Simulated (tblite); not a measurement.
# C7H13FO: the cost of one run

Computed with tblite 0.8.0 and PySCF 2.14.0, with density-fitted response routines of our own, on a single molecule in the gas phase. Atoms are numbered from 0 throughout.

## 1. The starting structure

22 atoms, charge 0, multiplicity 1; geometry from: force field or distance geometry start.

Bonds of the start (Å): C0–O1 1.39, O1–C2 1.39, C2–C3 1.50, C3–C4 1.50, C3–C5 1.32, C5–C6 1.48, C6–C7 1.50, C6–F8 1.38, C0–H9 1.11, C0–H10 1.12, C0–H11 1.12, C2–H12 1.11, C2–H13 1.10, C4–H14 1.12, C4–H15 1.09, C4–H16 1.13, C5–H17 1.10, C6–H18 1.13, C7–H19 1.10, C7–H20 1.12, C7–H21 1.13.

## 2. Relaxing the molecule with GFN2-xTB

Job settings and geometry (Å):

```
{"job": {"kind": "relax", "xc": "GFN2-xTB", "basis": "xTB"}, "charge": 0, "multiplicity": 1}
C     -3.486300     0.362000    -0.101400
O     -2.118000     0.498500     0.098100
C     -1.462300    -0.671200    -0.280000
C     -0.002000    -0.452300    -0.042100
C      0.380200    -0.184500     1.385600
C      0.892800    -0.520700    -1.013900
C      2.317600    -0.298900    -0.668400
C      2.646300     1.063400    -0.124100
F      3.049000    -0.445400    -1.832800
H     -3.665800     0.181500    -1.177700
H     -3.976600     1.321900     0.191700
H     -3.897600    -0.501300     0.489200
H     -1.665600    -0.801500    -1.360700
H     -1.816600    -1.536700     0.307100
H     -0.273300    -0.848800     2.009700
H      1.412400    -0.417500     1.644100
H      0.064400     0.860900     1.676200
H      0.577900    -0.732200    -2.042100
H      2.706200    -1.104600     0.017300
H      1.782700     1.660800     0.203000
H      3.360900     0.893600     0.722800
H      3.163400     1.692500    -0.903700
```

Launch:

```bash
$ OMP_NUM_THREADS=1 python probes_run.py task.json out
```

The driver reads the jobs from task.json and runs them one after another.

**Question.** How long does this first job take on 1 thread of Arm Neoverse N1, shared host?

About 1.7 s.
